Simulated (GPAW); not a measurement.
Set up this calculation in GPAW 26.7.0, as an ASE script.

```yaml
Task: single point
Functional: PBEsol
Potentials_or_basis: PAW data sets generated in the run's folder for this functional
Cutoff: 600 eV
Basis: pw
k_mesh: 7 × 7 × 8
Occupations: fermi-dirac, width 0.05 eV
Spin: no spin polarisation
Maxiter: 150
```

AlSn:

```
Sn Al
1.0
     4.19811    0.00000    0.00000
    -2.09905    3.63567    0.00000
     0.00000    0.00000    3.30685
Sn Al
1 1
Direct
  0.33333 0.66667 0.50000
  0.00000 0.00000 0.00000
```

The cell comes from a database or a generator and needn't be the stable form of this composition.

These files were run (other wordings do the same):

run.py

```python
from ase import Atoms
from ase.dft.bandgap import bandgap
from ase.io import write
from ase.units import Bohr, GPa
from gpaw import GPAW, PW, setup_paths
from gpaw.elf import elf_from_dft_calculation

setup_paths.insert(0, '.')

atoms = Atoms(['Sn', 'Al'],
              cell=[[4.1981056157, 0.0, 0.0],
                    [-2.0990528078, 3.6356661109, 0.0],
                    [0.0, 0.0, 3.306847]],
              scaled_positions=[[0.3333333333, 0.6666666667, 0.5],
                                [0.0, 0.0, 0.0]],
              pbc=True)

calc = GPAW(mode=PW(600),
            xc='PBEsol',
            kpts={'size': (7, 7, 8), 'gamma': True},
            occupations={'name': 'fermi-dirac', 'width': 0.05},
            nbands=17,
            convergence={'density': 1e-05, 'energy': 1e-05},
            maxiter=150,
            txt='gpaw.txt')
atoms.calc = calc
energy = atoms.get_potential_energy()
forces = atoms.get_forces()
stress = atoms.get_stress()
calc.write('gs.gpw')
write('result.traj', atoms)
print(f'Energy: {energy:.6f} eV')
print('Forces (eV/A):')
print(forces.round(4))
print('Stress (GPa):', (stress / GPa).round(3))
print('Fermi level:', round(calc.get_fermi_level(), 4), 'eV')
print(f'Gap: {bandgap(calc)[0]:.4f} eV, direct: {bandgap(calc, direct=True)[0]:.4f} eV')

# fields on the real-space grid
write('density.cube', atoms, data=calc.get_pseudo_density() * Bohr**3)
write('potential.cube', atoms, data=calc.get_electrostatic_potential())
write('elf.cube', atoms, data=elf_from_dft_calculation(calc).data)
```

Potentials or basis: PAW data sets generated in the run's folder for this functional, pw.

The run is started by

```sh
$ gpaw-setup -f PBEsol Al Sn
$ OMP_NUM_THREADS=1 python run.py
```

Results of the run:

```json
{
  "Pressure": "-1.9 GPa",
  "Band gap on the k mesh": "none (metal or under the smearing width)"
}
```

It took 16 s on 1 thread of Arm Neoverse V2, on a shared host, peak memory 0.16 GiB.
